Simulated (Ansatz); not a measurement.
**Te3Au: energies, forces and stress near the listed structure**

A set of self-consistent runs on Te3Au under further strains and shifts, swapped elements, to map its energy surface near the listed cell.

Method: DFT PBEsol, scalar-relativistic, plane waves, PAW, in Ansatz 0.2.0.

### 1 The structure to begin with

It takes space group P4/mmm (No. 123, tetragonal). Conventional cell: a = 3.103 Å, b = 3.103 Å, c = 12.939 Å, α = 90.00°, β = 90.00°, γ = 90.00°. Te (site symmetry 4mm) is surrounded by 1 Au at 2.62 Å. Around Te (site symmetry 4/mmm) lie 4 Te at 3.10 Å. Au (site symmetry 4/mmm) has 2 Te at 2.62 Å as nearest neighbours.

Coordinates:

```cif
data_structure
_symmetry_space_group_name_H-M 'P 1'
_symmetry_Int_Tables_number 1
_cell_length_a 3.1026
_cell_length_b 3.1026
_cell_length_c 12.9395
_cell_angle_alpha 90.000
_cell_angle_beta 90.000
_cell_angle_gamma 90.000
_cell_volume 124.56
loop_
_atom_site_label
_atom_site_type_symbol
_atom_site_fract_x
_atom_site_fract_y
_atom_site_fract_z
_atom_site_occupancy
Te1 Te 0.00000 0.00000 0.20249 1
Te2 Te 0.00000 0.00000 0.50000 1
Te3 Te 0.00000 0.00000 0.79751 1
Au1 Au 0.00000 0.00000 0.00000 1
```

The structure comes from the Materials Project (structure only).

### 2 One element swapped, cell strained: Au → Ta, first probe

The change: Ta takes all sites of Au, and lengths are scaled by 1.037 as a first guess of the size; strain xx, yy, zz, yz, xz, xy = -1.9, -1.9, -7.9, +0.0, +0.0, +0.0 %; atoms moved by 0.06 Å root mean square, at most 0.08 Å.

File input.yaml:

```yaml
crystal:
  lattice:
    - [3.1562215561, 0.0, 0.0]
    - [0.0, 3.1562215561, 0.0]
    - [0.0, 0.0, 12.3579314536]
  atoms:
    - { symbol: Te, position: [0.0, 0.0, 0.2090524331] }
    - { symbol: Te, position: [0.0, 0.0, 0.5] }
    - { symbol: Te, position: [0.0, 0.0, 0.7909475669] }
    - { symbol: Ta, position: [0.0, 0.0, 0.0] }
basis:
  ecutwfc: 420
kpoints:
  mp_grid: { grid: [6, 6, 2] }
hamiltonian:
  xc: pbesol
scf:
  occupations: { method: gaussian, width: 0.1 }
output:
  forces: true
  stress: true
  eigenvalues: true
```

### 3 One element swapped, cell strained: Au → Ta

Edit input.yaml of step 2 so:

```diff
@@ -13,3 +13,3 @@
 kpoints:
-  mp_grid: { grid: [6, 6, 2] }
+  mp_grid: { grid: [14, 14, 4] }
 hamiltonian:
```

### 4 A change within a subgroup

File input.yaml:

```yaml
crystal:
  lattice:
    - [2.9057098843, 0.0, 0.0]
    - [0.0, 3.234523532, 0.1018894149]
    - [0.0, 0.4249321886, 13.0759812165]
  atoms:
    - { symbol: Te, position: [0.0, -0.0070037338, 0.2088337574] }
    - { symbol: Te, position: [0.0, 0.0, 0.5] }
    - { symbol: Te, position: [0.0, 0.0070037338, 0.7911662426] }
    - { symbol: Au, position: [0.0, 0.0, 0.0] }
basis:
  ecutwfc: 420
kpoints:
  mp_grid: { grid: [12, 12, 4] }
hamiltonian:
  xc: pbesol
scf:
  occupations: { method: gaussian, width: 0.1 }
output:
  forces: true
  stress: true
  eigenvalues: true
  populations: true
```

### 5 A change within a subgroup

File input.yaml:

```yaml
crystal:
  lattice:
    - [2.9514422222, 0.0, 0.0]
    - [0.0, 2.9514422222, 0.0]
    - [0.0, 0.0, 12.6972429352]
  atoms:
    - { symbol: Te, position: [0.0, 0.0, 0.2017105553] }
    - { symbol: Te, position: [0.0, 0.0, 0.5037502589] }
    - { symbol: Te, position: [0.0, 0.0, 0.7971229812] }
    - { symbol: Au, position: [0.0, 0.0, -0.0025837953] }
basis:
  ecutwfc: 420
kpoints:
  mp_grid: { grid: [12, 12, 4] }
hamiltonian:
  xc: pbesol
scf:
  occupations: { method: gaussian, width: 0.1 }
output:
  forces: true
  stress: true
  eigenvalues: true
```

### 6 Substitution of an element, cell strained: Au → Cu, first probe

File input.yaml:

```yaml
crystal:
  lattice:
    - [3.001734526, 0.0, 0.0]
    - [0.0, 3.001734526, 0.0]
    - [0.0, 0.0, 12.5188040705]
  atoms:
    - { symbol: Te, position: [0.0, 0.0, 0.20249476] }
    - { symbol: Te, position: [0.0, 0.0, 0.5] }
    - { symbol: Te, position: [0.0, 0.0, 0.79750524] }
    - { symbol: Cu, position: [0.0, 0.0, 0.0] }
basis:
  ecutwfc: 420
kpoints:
  mp_grid: { grid: [6, 6, 2] }
hamiltonian:
  xc: pbesol
scf:
  occupations: { method: gaussian, width: 0.1 }
output:
  forces: true
  stress: true
  eigenvalues: true
```

### 7 One element swapped, cell strained: Au → Cu

Edit input.yaml of step 6 so:

```diff
@@ -13,3 +13,3 @@
 kpoints:
-  mp_grid: { grid: [6, 6, 2] }
+  mp_grid: { grid: [14, 14, 4] }
 hamiltonian:
```

**Question.** What will these runs give? Wanted: for each run, case; energy; pressure; largest force.

As calculated:

| step | case | energy (meV/atom) | pressure (GPa) | largest force (eV/Å) | gap on the mesh (eV) |
| --- | --- | --- | --- | --- | --- |
|  | listed cell, run earlier | 0 | -1.7 | 0.06 | 0.00 |
| 3 | one element swapped, cell strained: Au → Ta | n/a | -0.8 | 1.60 | 0.00 |
| 4 | a change within a subgroup | +60.1* | -1.2 | 0.56 | 0.00 |
| 5 | a change within a subgroup | +66.7* | 7.0 | 0.84 | 0.00 |
| 7 | one element swapped, cell strained: Au → Cu | n/a | 1.1 | 0.52 | 0.00 |

Energies are counted from the listed cell, with the smearing taken to zero; a star marks another k mesh, which can shift energies by itself, so starred rows don't rank against the others. Other atoms or functionals have another zero of energy (n/a). A gap of 0.00 means none on the mesh at this level.

**Reading.** At the listed geometry the pressure is -1.7 GPa and the largest force 0.06 eV/Å: not this functional's equilibrium. No comparable point lies below the listed cell. The costliest is step 5, at 67 meV/atom. Among the distorted cells of the listed formula and level the largest force, 0.84 eV/Å, acts on Te3 in step 5. The distorted cells of the listed formula and level show no gap on the mesh. The runs treat Au, Ta, Te without spin-orbit coupling.
